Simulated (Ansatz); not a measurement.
**C₂H₄FNSi: how energies converge with the basis set**

Aim: see how fast density functionals converge with the basis set for C₂H₄FNSi.

Computed with Ansatz 0.2.0, Gaussian basis. Level: one geometry, several basis sets.

Plan: PBE0-D4/def2-SVP; ωB97M-V/def2-SVP; PBE0-D4/def2-QZVPP; ωB97M-V/def2-QZVPP; the functionals' def2-TZVPP values are taken from earlier runs.

## 1. The geometry

The geometry comes from an earlier relaxation with PBE0-D4 in a triple-zeta def2 set; it is a stationary point, not always the lowest conformer.

SMILES `F[SiH]1C=NC1`, 9 atoms, charge 0, spin multiplicity 1.

Atoms are counted from 1 here; the program's logs count them from 0.

Bond lengths: F1–Si2 1.597 Å, Si2–C3 1.859 Å, Si2–C5 1.878 Å, Si2–H6 1.486 Å, C3–N4 1.285 Å, C3–H7 1.088 Å, N4–C5 1.491 Å, C5–H8 1.092 Å, C5–H9 1.091 Å. Angles: F1–Si2–C3 122.0°, F1–Si2–C5 120.8°, F1–Si2–H6 106.3°, C3–Si2–C5 72.7°, C3–Si2–H6 115.3°, C5–Si2–H6 117.4°, Si2–C3–N4 93.8°, Si2–C3–H7 144.7°, N4–C3–H7 120.8°, C3–N4–C5 105.7°, Si2–C5–N4 86.7°, Si2–C5–H8 116.8°, Si2–C5–H9 121.2°, N4–C5–H8 109.7°, N4–C5–H9 111.9°, H8–C5–H9 108.4°.

## 2. PBE0-D4 in def2-SVP

Input file in.yaml:

```yaml
crystal:
  periodic: [false, false, false]
  atoms:
    - {symbol: F, position_ang: [-1.739615, -0.294883, 1.548533]}
    - {symbol: Si, position_ang: [-0.593369, 0.386475, 0.669338]}
    - {symbol: C, position_ang: [1.148787, -0.262306, 0.648592]}
    - {symbol: N, position_ang: [1.163399, -0.429160, -0.625468]}
    - {symbol: C, position_ang: [-0.240735, -0.208707, -1.077079]}
    - {symbol: H, position_ang: [-0.722104, 1.852327, 0.878967]}
    - {symbol: H, position_ang: [2.051798, -0.402824, 1.239335]}
    - {symbol: H, position_ang: [-0.686251, -1.160591, -1.371918]}
    - {symbol: H, position_ang: [-0.293412, 0.473469, -1.927502]}
basis:
  gaussian: {orbitals: def2-SVP}
hamiltonian: {xc: pbe0, dispersion: d4}
output: {orbitals: {seedname: orbitals}}
```

Run with:

```
ansatz run in.yaml --threads 2 --pin off --events-out ev --progress --plain --max-ram 4352MiB
```

The runs that follow: ωB97M-V in def2-SVP; PBE0-D4 in def2-QZVPP; ωB97M-V in def2-QZVPP.

Before running them: what should the planned runs give, taken together? Wanted: PBE0-D4: double and triple zeta above quadruple; ωB97M-V: double and triple zeta above quadruple.

The runs gave:

```
                                       quantity           value
PBE0-D4: double and triple zeta above quadruple  11.09, 0.62 eV
ωB97M-V: double and triple zeta above quadruple  11.28, 0.58 eV
```

In words: For PBE0-D4 the step from double to triple zeta gains 10.47 eV and the next only 0.62 eV. Total energies overstate the basis error of differences, where much of it tends to cancel.
